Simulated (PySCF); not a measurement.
# CH6AsB: the cost of one run

Programs: PySCF 2.14.0, with density-fitted response routines of our own. Each step states its level of theory. These are calculated values for one molecule in the gas phase, unless marked as measured. Atoms are numbered from 0 throughout.

### 1 The molecule as given

9 atoms, charge 0, multiplicity 1; geometry from: GFN2-xTB. The atoms were then displaced at random by about 0.01 Å, so the start is not that level's minimum.

Bonds of the start (Å): C0–B1 1.56, B1–As2 1.99, C0–H3 1.08, C0–H4 1.12, C0–H5 1.08, B1–H6 1.18, As2–H7 1.50, As2–H8 1.53.

### 2 Relaxing the molecule at PBE0-D3(BJ)/def2-SVP

Job settings and geometry (Å):

```
{"job": {"xc": "PBE0", "basis": "def2-SVP", "d3": "d3bj", "grid": 1, "shake": 0.01, "kind": "geom"}, "charge": 0, "multiplicity": 1}
C     -1.174880    -0.412050    -0.161080
B     -0.068400     0.662960     0.100010
As     1.790680     0.412920    -0.557600
H     -0.908940    -1.139440    -0.913930
H     -2.149370     0.058490    -0.456100
H     -1.390970    -0.913820     0.767410
H     -0.342900     1.658000     0.663220
H      1.872860    -1.055840    -0.281330
H      2.429750     0.711630     0.805670
```

On the command line:

```bash
> OMP_NUM_THREADS=1 python probes_run.py task.json out
```

The driver reads the jobs from task.json and runs them one after another.

**Question.** How long does this first job take on 1 thread of Arm Neoverse V1, shared host, and how much memory does it need?

About 16 s, with a peak of 0.37 GiB.
